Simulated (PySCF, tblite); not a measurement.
**C₄H₇FOSi+ (doublet): geometry, infrared bands and EPR parameters**

Aim: predict the infrared bands and EPR parameters of C₄H₇FOSi+ (doublet) (`[O+]=C1CC([SiH2]F)C1`).

Programs: tblite 0.8.0 and PySCF 2.14.0, with density-fitted response routines of our own. Each step states its level of theory. These are calculated values for one molecule in the gas phase, unless marked as measured. Atoms are numbered from 0 throughout.

## 1. Starting geometry

14 atoms, charge 1, multiplicity 2; geometry from: force field or distance geometry start.

Bonds of the start (Å): O0–C1 1.20, C1–C2 1.56, C2–C3 1.56, C3–Si4 1.90, Si4–F5 1.61, C3–C6 1.55, C6–C1 1.54, C2–H7 1.09, C2–H8 1.09, C3–H9 1.11, Si4–H10 1.48, Si4–H11 1.48, C6–H12 1.10, C6–H13 1.09.

## 2. Relaxing the molecule with GFN2-xTB

Job settings and geometry (Å):

```
{"job": {"kind": "relax", "xc": "GFN2-xTB", "basis": "xTB"}, "charge": 1, "multiplicity": 2}
O     -2.696700    -1.343400     0.609600
C     -1.638400    -0.794500     0.442200
C     -0.155600    -1.238900     0.651000
C      0.192400     0.285600     0.611800
Si     1.699300     0.734100    -0.459400
F      1.461500     0.094700    -1.920400
C     -1.192600     0.613500    -0.005000
H      0.036300    -1.734900     1.601700
H      0.203400    -1.855600    -0.179000
H      0.307000     0.696700     1.631700
H      1.814800     2.206800    -0.600400
H      2.943800     0.177900     0.115800
H     -1.739300     1.427900     0.494400
H     -1.236600     0.729600    -1.090800
```

Run with:

```bash
OMP_NUM_THREADS=1 python probes_run.py task.json out
```

The driver reads the jobs from task.json and runs them one after another.

**Question.** This job is followed by: GFN2-xTB harmonic vibrations, gas phase; UKS B3LYP, pcH-1 on C F H O Si, non-relativistic, mean-field spin-orbit, GIAO. Predict these results of the whole session: strongest single infrared mode (GFN2-xTB); zero-point energy (GFN2-xTB); g(iso) (B3LYP); ⟨S²⟩; largest a(iso) (averaged by class).

The runs gave:

```
                                 quantity                    value
strongest single infrared mode (GFN2-xTB)    1907 cm⁻¹, 737 km/mol
             zero-point energy (GFN2-xTB)            60.4 kcal/mol
                           g(iso) (B3LYP)                  2.00321
                                     ⟨S²⟩       0.755 (exact 0.75)
       largest a(iso) (averaged by class)  13C on C2, C6, 71.8 MHz
```

In words: The optimisation took 57 steps and gained 0.397 eV; among the close pairs (by a distance rule), C3–Si4 changed most, from 1.902 to 1.992 Å. No mode is imaginary among the 36: a minimum at this level. The strongest single mode, at 1907 cm⁻¹, moves mainly C1 and O0. GFN2-xTB is a fitted tight-binding method: band positions and strengths are rough. Its intensities can rank the bands wrongly. O0 carries the largest spin population, 0.47 e. The isotropic g lies 0.9 ppt above the free-electron value.
